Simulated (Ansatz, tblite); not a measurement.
# Sn(OEt)H3 (C2H8OSn): rung by rung

How do method and basis change the picture of Sn(OEt)H3 (C2H8OSn) (singlet)?

Computed with Ansatz 0.2.0, Gaussian basis. Level: as each input shows.

Plan: GFN1-xTB, GFN2-xTB, PBE-D4/def2-TZVP, r2SCAN-D4/def2-TZVP, BLYP-D4/def2-TZVP, HSE06-D4/def2-TZVP, PBE-QIDH/def2-TZVP, PBE-D4/def2-SVP, PBE0-D4/def2-SVP, CCSD(T)/def2-SVP, MP2/def2-TZVP.

2 further runs of the same task are left out: 2 set aside as unsound or not needed.

## (1) The geometry

The singlet was relaxed beforehand with PBE0-D4/def2-SVP.

12 atoms, charge 0, spin multiplicity 1.

Bond lengths: C1–C2 1.513 Å, C1–O3 1.401 Å, C1–H5 1.111 Å, C1–H6 1.112 Å, C2–H7 1.101 Å, C2–H8 1.100 Å, C2–H9 1.100 Å, O3–Sn4 1.992 Å, Sn4–H10 1.705 Å, Sn4–H11 1.716 Å, Sn4–H12 1.716 Å. Angles: C2–C1–O3 108.9°, C2–C1–H5 109.3°, C2–C1–H6 109.2°, O3–C1–H5 111.6°, O3–C1–H6 111.7°, H5–C1–H6 106.0°, C1–C2–H7 111.2°, C1–C2–H8 110.2°, C1–C2–H9 110.2°, H7–C2–H8 108.6°, H7–C2–H9 108.6°, H8–C2–H9 107.9°, C1–O3–Sn4 121.2°, O3–Sn4–H10 103.1°, O3–Sn4–H11 108.1°, O3–Sn4–H12 108.0°, H10–Sn4–H11 112.9°, H10–Sn4–H12 113.0° and more.

Sn takes a core potential in the def2 sets. No spin-orbit coupling is included.

PBE0-D4/def2-TZVP was run before; its log isn't repeated, and its numbers join the tables.

## (2) GFN1-xTB

Tight binding, by tblite at 300 K electronic temperature and without a spin-polarisation term:

```python
tblite.interface.Calculator('GFN1-xTB', numbers, positions, charge=0, uhf=0).singlepoint()
```

Energy -427.6991 eV, HOMO -11.79 eV, LUMO -5.26 eV; 0.006 s.

## (3) GFN2-xTB

Tight binding, by tblite at 300 K electronic temperature and without a spin-polarisation term:

```python
tblite.interface.Calculator('GFN2-xTB', numbers, positions, charge=0, uhf=0).singlepoint()
```

Energy -394.3416 eV, HOMO -11.02 eV, LUMO -5.86 eV; 0.004 s.

## (4) PBE-D4/def2-TZVP

start.molden holds the orbitals of an earlier run on this state, given as this run's starting guess.

Contents of in.yaml:

```yaml
crystal:
  periodic: [false, false, false]
  atoms:
    - {symbol: C, position_ang: [-0.564669, 0.049960, 0.499771]}
    - {symbol: C, position_ang: [-0.350576, 0.048383, 1.997627]}
    - {symbol: O, position_ang: [0.681909, -0.017646, -0.136242]}
    - {symbol: Sn, position_ang: [0.823998, -0.083243, -2.121750]}
    - {symbol: H, position_ang: [-1.123285, 0.966111, 0.209949]}
    - {symbol: H, position_ang: [-1.215473, -0.807349, 0.222174]}
    - {symbol: H, position_ang: [-1.308673, 0.106287, 2.537201]}
    - {symbol: H, position_ang: [0.171838, -0.869564, 2.306182]}
    - {symbol: H, position_ang: [0.271707, 0.906342, 2.293214]}
    - {symbol: H, position_ang: [2.507225, -0.131701, -2.388292]}
    - {symbol: H, position_ang: [0.086914, 1.330789, -2.755815]}
    - {symbol: H, position_ang: [0.019086, -1.498348, -2.664039]}
basis:
  gaussian: {orbitals: def2-TZVP, initial_orbitals: start.molden}
hamiltonian: {xc: pbe, dispersion: d4}
scf: {omitted_lower_state_checks: [starts]}
output: {forces: true, orbitals: {seedname: orbitals}}
```

Started as:

```
$ ansatz run in.yaml --threads 2 --pin off --events-out ev --progress --plain --max-ram 4352MiB
```

Further steps of the session: r2SCAN-D4/def2-TZVP; BLYP-D4/def2-TZVP; HSE06-D4/def2-TZVP; PBE-QIDH/def2-TZVP; PBE-D4/def2-SVP; PBE0-D4/def2-SVP; CCSD(T)/def2-SVP; MP2/def2-TZVP.

Before running them: what should the planned runs give, taken together? Wanted: gap in def2-TZVP, named functionals, smallest and largest; correlation energy, CCSD(T)/def2-SVP; correlation energy, MP2/def2-TZVP; binding an atom, CCSD(T)/def2-SVP; PBE0 total energy, smallest basis above largest.

**Answer**, as computed:

| quantity | value |
| --- | --- |
| gap in def2-TZVP, named functionals, smallest and largest | 4.63 eV (BLYP-D4), 6.95 eV (PBE0-D4) |
| correlation energy, CCSD(T)/def2-SVP | -18.15 eV |
| correlation energy, MP2/def2-TZVP | -24.59 eV |
| binding an atom, CCSD(T)/def2-SVP | 3.296 eV |
| PBE0 total energy, smallest basis above largest | 5.14 eV (def2-SVP, def2-TZVP) |

In words: Over the named functionals in def2-TZVP the gap runs from 4.63 eV (BLYP-D4) to 6.95 eV (PBE0-D4); exact exchange widens it. The functionals in def2-TZVP miss CCSD(T)/def2-SVP by +0.151 (BLYP-D4) to +0.205 eV (PBE-D4) an atom. The yardstick is in a double-zeta basis, so levels in larger sets aren't compared like for like. CCSD(T)/def2-SVP isn't at the basis-set limit; small misses against it rank nothing.
